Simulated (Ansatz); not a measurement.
A nudged elastic band was laid between two geometries of a periodic cell of 17 atoms, TiSi16 (host Si, host structure diamond, interstitial Ti).

Level of theory: DFT PBEsol, scalar-relativistic, plane waves, PAW (Ansatz 0.2.0). Settings: PAW set soft_1, cutoff 420 eV, k mesh 2x2x2, gaussian smearing 0.05 eV, no spin polarisation.

| Quantity | Value |
| --- | --- |
| movable images | 5 |
| climbing image | yes |
| spring | 5.0 eV/Å² |
| optimiser | quadratic models (default) |
| start path | straight line |
| force threshold | 0.05 eV/Å |
| iteration limit | 46 |
| end points | relaxed |

Initial state:

```xyz
17
Lattice="0.0000 5.4300 5.4300 5.4300 0.0000 5.4300 5.4300 5.4300 0.0000" Properties=species:S:1:pos:R:3
Si -0.001 0.005 -0.032
Si 1.401 1.404 1.315
Si 2.716 2.718 0.001
Si 4.029 4.034 1.315
Si 2.748 0.004 2.717
Si 4.055 1.379 4.091
Si 5.430 2.686 2.716
Si 6.831 4.033 4.117
Si 0.000 2.751 2.715
Si 1.373 4.061 4.089
Si 2.682 5.434 2.715
Si 4.030 6.833 4.116
Si 2.714 2.721 5.431
Si 4.056 4.061 6.772
Si 5.431 5.434 5.464
Si 6.804 6.809 6.772
Ti 5.430 5.433 2.716
```

Final state:

```xyz
17
Lattice="0.0000 5.4300 5.4300 5.4300 0.0000 5.4300 5.4300 5.4300 0.0000" Properties=species:S:1:pos:R:3
Si 0.018 0.024 0.019
Si 1.359 1.365 1.360
Si 2.700 2.706 0.018
Si 4.073 4.081 1.327
Si 2.699 0.023 2.701
Si 4.073 1.332 4.076
Si 5.474 2.679 2.674
Si 6.821 4.079 4.074
Si 0.017 2.705 2.701
Si 1.326 4.080 4.075
Si 2.672 5.480 2.673
Si 4.072 6.826 4.073
Si 2.671 2.678 5.477
Si 4.072 4.078 6.823
Si 5.472 5.478 5.474
Si 6.784 6.793 6.789
Ti 4.071 4.078 4.074
```

What changes between the two ends?

Contacts lost: Si1–Ti17, Si2–Ti17, Si5–Ti17, Si9–Ti17. Contacts made: Si6–Ti17, Si10–Ti17, Si13–Ti17, Si14–Ti17. The atom that moves furthest is Ti17, by 2.35 Å; four of its nearest neighbours are Si12 2.43, Si4 2.43, Si2 2.43, Si8 2.43 Å at the first end and Si15 2.42, Si7 2.43, Si11 2.43, Si13 2.43 Å at the last.

What energy profile does the band end with?

The forces met the threshold. The highest image is number 3 of 0 to 6, 1.73 eV above the ends, which have the same energy within 2 meV. By the program's own check the climbing image is of a kind that is not told: the force calls were inconclusive, a negative curvature could not be distinguished from the path's own, the only one lies far off the path, or fixed occupations may fill a level only in part (lowest curvatures found: -5.03 and -0.07 eV/Å²). Limits of this set-up: coarse k mesh, PAW files made for another functional, a small cell, in which the defect meets its images.

| image | path coordinate (Å) | energy (eV) | Si1–Ti17 (Å) | Si2–Ti17 (Å) | Si5–Ti17 (Å) |
| --- | --- | --- | --- | --- | --- |
| 0 | 0.00 | 0.00 | 2.75 | 2.43 | 2.75 |
| 1 | 0.55 | 0.12 | 2.83 | 2.40 | 2.83 |
| 2 | 1.10 | 1.01 | 3.11 | 2.65 | 3.11 |
| 3 | 1.65 | 1.73 | 3.51 | 3.17 | 3.51 |
| 4 | 2.21 | 1.00 | 3.94 | 3.76 | 3.94 |
| 5 | 2.76 | 0.12 | 4.33 | 4.31 | 4.33 |
| 6 | 3.31 | 0.00 | 4.50 | 4.70 | 4.50 |

What is the geometry of the highest image?


```xyz
17
Lattice="0.0000 5.4300 5.4300 5.4300 0.0000 5.4300 5.4300 5.4300 0.0000" Properties=species:S:1:pos:R:3:forces:R:3
Si -0.076 -0.071 -0.005 0.00 0.00 -0.01
Si 1.154 1.159 1.563 -0.01 -0.01 0.01
Si 2.516 2.522 0.200 0.00 0.00 0.00
Si 3.956 3.962 1.235 0.00 0.00 0.00
Si 2.722 -0.071 2.793 0.01 0.00 0.00
Si 4.149 1.356 3.998 0.00 -0.01 0.00
Si 5.546 2.597 2.600 0.00 0.00 0.00
Si 6.911 3.962 4.190 0.00 0.00 0.00
Si -0.076 2.727 2.793 0.00 0.01 0.00
Si 1.351 4.154 3.998 -0.01 0.00 0.00
Si 2.591 5.552 2.600 0.00 0.00 0.00
Si 3.956 6.917 4.190 0.00 0.00 0.00
Si 2.919 2.924 5.228 0.01 0.01 -0.01
Si 4.148 4.154 6.796 0.00 0.00 0.01
Si 5.546 5.551 5.556 0.00 0.00 0.00
Si 6.986 6.992 6.590 0.00 0.00 0.00
Ti 4.751 4.757 3.395 0.00 0.00 0.00
```

Time of the run: 8.5 min on 1 thread of Arm Neoverse V2, with other jobs on the host, peak memory 0.89 GiB.
